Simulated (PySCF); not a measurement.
# CoO₂⁻: relaxation and vibrations of the singlet

Where does singlet CoO₂⁻ go from a side-on start, is the end point a minimum, and what are its modes, charges and moments?

Method: PBE0, basis Co def2-SVPD, O def2-SVPD, no relativity, density fitting; program: PySCF 2.14.0.

### 1 Where the work starts

3 atoms, charge -1, spin multiplicity 1.

Bond lengths: Co1–O2 1.775 Å, Co1–O3 1.775 Å, O2–O3 1.400 Å. Angles: O2–Co1–O3 46.5°, Co1–O2–O3 66.8°, Co1–O3–O2 66.8°.

Z-matrix (Å, degrees; charge -1 multiplicity 1):
```
Co
O  1 1.7748
O  1 1.7748 2 46.46
```

### 2 Side-on start, singlet: relaxation

The steps below are one call of a driver around PySCF. For each, scf.py gives the equivalent set-up of the SCF; relaxations use the driver's own optimiser. Before each start the driver seeks the lowest SCF state from one or more starting densities and follows internal instabilities, so scf.py alone need not reach the same state.

The program finds C2v symmetry in the start, which this walk keeps. Threshold on the gradient: 0.0003 Eh/bohr, with a further test on the energy change.

Contents of scf.py:

```python
from pyscf import gto, scf, dft
mol = gto.M(atom='''
Co     0.000000     0.000000    -0.573815
O      0.700000    -0.000000     1.057110
O     -0.700000     0.000000     1.057110''',
    basis={'Co': 'def2-SVPD', 'O': 'def2-SVPD'},
    charge=-1, spin=0)
mf = dft.RKS(mol, xc='PBE0')
mf.grids.atom_grid = (50, 194)
aux = {'Co': 'def2-universal-JKFIT', 'O': 'def2-universal-JKFIT'}
mf = mf.density_fit(auxbasis=aux)
mf.kernel()
```

Energy and gradient, step by step:

```tsv
step	energy (Eh)	change (kJ/mol)	largest symmetric gradient (Eh/bohr)
0	-1532.385628	0.00	0.01339
1	-1532.385940	-0.82	0.00122
2	-1532.385942	-0.83	0.00036
3	-1532.385942	-0.83	0.00001
```

The walk took 2.3 s on 4 threads, shared host.

Geometry (Å) and forces (eV/Å) at some steps:

```
step 0
Co   0.000   0.000  -0.574   0.000   0.000  -0.290
O    0.700   0.000   1.057   0.688   0.000   0.145
O   -0.700   0.000   1.057  -0.688   0.000   0.145
step 1
Co   0.000   0.000  -0.575   0.000   0.000  -0.063
O    0.712   0.000   1.058   0.007   0.000   0.032
O   -0.712   0.000   1.058  -0.007   0.000   0.032
step 2
Co   0.000   0.000  -0.576   0.000   0.000  -0.019
O    0.712   0.000   1.058  -0.001   0.000   0.009
O   -0.712   0.000   1.058   0.002   0.000   0.009
step 3
Co   0.000   0.000  -0.576   0.000   0.000   0.000
O    0.712   0.000   1.058   0.000   0.000   0.000
O   -0.712   0.000   1.058   0.000   0.000   0.000
```

After 3 steps and 0.8 kJ/mol it ends at C2v: Co–O 1.783 Å (×2), O–O 1.424 Å; Co–O–O 66.5° (×2), O–Co–O 47.1°.

### 3 Is it a minimum? Harmonic modes

The point is checked on the finer grid, and tightened if its gradient asks for it. The Hessian and the dipole derivatives come from central differences of analytic gradients, with steps of 0.01 bohr.

Edit scf.py of step 2 so:

```diff
@@ -3,3 +3,3 @@
-Co     0.000000     0.000000    -0.573815
-O      0.700000    -0.000000     1.057110
-O     -0.700000     0.000000     1.057110''',
+Co    -0.000000     0.000000    -0.575473
+O      0.711815    -0.000000     1.059681
+O     -0.711815     0.000000     1.059681''',
@@ -9 +9 @@
-mf.grids.atom_grid = (50, 194)
+mf.grids.atom_grid = (75, 302)
```

The driver hands on the density of the step before, so the log starts near convergence.

Log of the central SCF (cycles and frontier levels):

```text
init E= -1532.38600741819
  HOMO = 0.0100455022178719  LUMO = 0.100278828323345  gap/eV = 2.45537
cycle= 1 E= -1532.38600741696  delta_E= 1.23e-09  |g|= 8.82e-05  |ddm|= 8.24e-05
  HOMO = 0.0100343138434228  LUMO = 0.100269564070549  gap/eV = 2.45543
cycle= 2 E= -1532.3860073993  delta_E= 1.77e-08  |g|= 0.000333  |ddm|= 0.000308
  HOMO = 0.0100487423907639  LUMO = 0.10028157956997  gap/eV = 2.45536
cycle= 3 E= -1532.38600741397  delta_E= -1.47e-08  |g|= 0.000163  |ddm|= 0.000344
  HOMO = 0.0100438473624829  LUMO = 0.100277487448762  gap/eV = 2.45538
cycle= 4 E= -1532.38600741839  delta_E= -4.42e-09  |g|= 3.8e-06  |ddm|= 0.00012
  HOMO = 0.0100439302582422  LUMO = 0.10027755560326  gap/eV = 2.45538
cycle= 5 E= -1532.38600741839  delta_E= -6.14e-12  |g|= 7.2e-07  |ddm|= 3.96e-06
  HOMO = 0.0100437344705777  LUMO = 0.100277400167453  gap/eV = 2.45538
Extra cycle  E= -1532.38600741839  delta_E= 6.59e-12  |g|= 4.62e-06  |ddm|= 4.3e-06
converged SCF energy = -1532.38600741839
```

The whole step took 8.7 s.

Geometry: C2v; Co–O 1.783 Å (×2), O–O 1.424 Å; Co–O–O 66.5° (×2), O–Co–O 47.0°.

Modes, for the most abundant isotopes:

```csv
symmetry,ω (cm⁻¹),IR (km/mol)
b2,523,6.4
a1,629,10.0
a1,962,138
```

All wavenumbers are real: a minimum.

Properties at this point:

```yaml
Dipole_moment_about_the_centre_of_mass: 2.20 D
Highest_occupied_level: 0.27 eV
Lowest_empty_level: 2.73 eV
Rotational_constants: 1.04, 0.3041, 0.2353 cm⁻¹
Zero-point_energy: 12.7 kJ/mol
Principal_polarisabilities: 105.5, 109.1, 118.2 bohr³
Principal_traceless_quadrupole_moments_about_the_centre_of_mass: -5.25, 1.98, 3.27 D Å
Entropy_at_298.15_K_and_1_bar: 258.5 J/(mol K)
Heat_capacity_Cp_at_298.15_K: 44.1 J/(mol K)
Enthalpy_at_298.15_K_above_0_K: 10.95 kJ/mol
Rotational_symmetry_number: 2
```

Charges (e) and bond orders:

```tsv
atom	Mulliken	Löwdin	polar tensor	Mayer order to Co1
Co1	-0.01	0.30	-0.12	–
O2,3	-0.49	-0.65	-0.44	0.54
```

Outer orbital energies (eV). occupied: -5.84, -5.41, -2.44, -1.71, -1.30, -1.10, 0.18, 0.27; empty: 2.73, 3.46, 4.35, 5.10.

Mulliken populations on Co1: s 7.28, p 12.21, d 7.52, f 0.00.

### 4 Would spin polarisation lower it?

At the lowest minimum the closed shell is tested against spin polarisation, on the (50, 194) grid. It is unstable: an open-shell solution lies lower. That solution was not followed to a minimum here.

### 5 Summary of results

```
                            quantity                                                            value
                             minimum  singlet, C2v (closed shell, unstable towards spin polarisation)
                            geometry  Co–O 1.783 Å (×2), O–O 1.424 Å; Co–O–O 66.5° (×2), O–Co–O 47.0°
                  wavenumbers (cm⁻¹)                                     523 (b2), 629 (a1), 962 (a1)
      dipole moment (centre of mass)                                                           2.20 D
highest occupied, lowest empty level                                                    0.27, 2.73 eV
          polar-tensor charge of Co1                                                          -0.12 e
                   zero-point energy                                                      12.7 kJ/mol
```

What this shows: The side-on start keeps its C2v symmetry and ends in a minimum. In the infrared the band at 962 cm⁻¹ (a1) leads. Only this shape and spin were tried, so other structures or states may lie lower. A highest occupied level above zero is common for anions with such functionals; it warns that the extra electron is poorly described. Spin polarisation would lower this closed shell, so its numbers describe a constrained state.

The search up to here took 16 s.
